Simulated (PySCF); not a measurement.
# CoH2S2 (Co(SH)2): the cost of one run

Programs: PySCF 2.14.0, with routines of our own; each step states its level. All values are computed. Atoms count from 0.

### Step 1. The system as given

5 atoms, charge 0, states of the metal's open shell are computed; geometry from: model start, shaken.

### Step 2. Geometry optimisation at PBE0-D3(BJ)/def2-TZVP

Job settings and geometry (Å):

```
{"job": {"xc": "PBE0", "basis": "def2-TZVP", "d3": "d3bj", "grid": 1, "maxiter": 45, "kind": "geom"}, "charge": 0, "metal": "Co", "open_shell": "d7"}
Co     0.000020     0.004480    -0.004110
S     -0.013360    -0.006820     2.230130
H      1.320900     0.020100     2.487620
S     -0.009310     0.007350    -2.239650
H     -1.318420    -0.013960    -2.495440
```

Run with:

```
$ OMP_NUM_THREADS=1 python lf_run.py task.json out
```

The driver reads the jobs from task.json and runs them one after another.

Q: Estimate the wall time and peak memory of this first job on 1 thread of Arm Neoverse V1, shared host.

About 3.4 min, with a peak of 0.53 GiB.
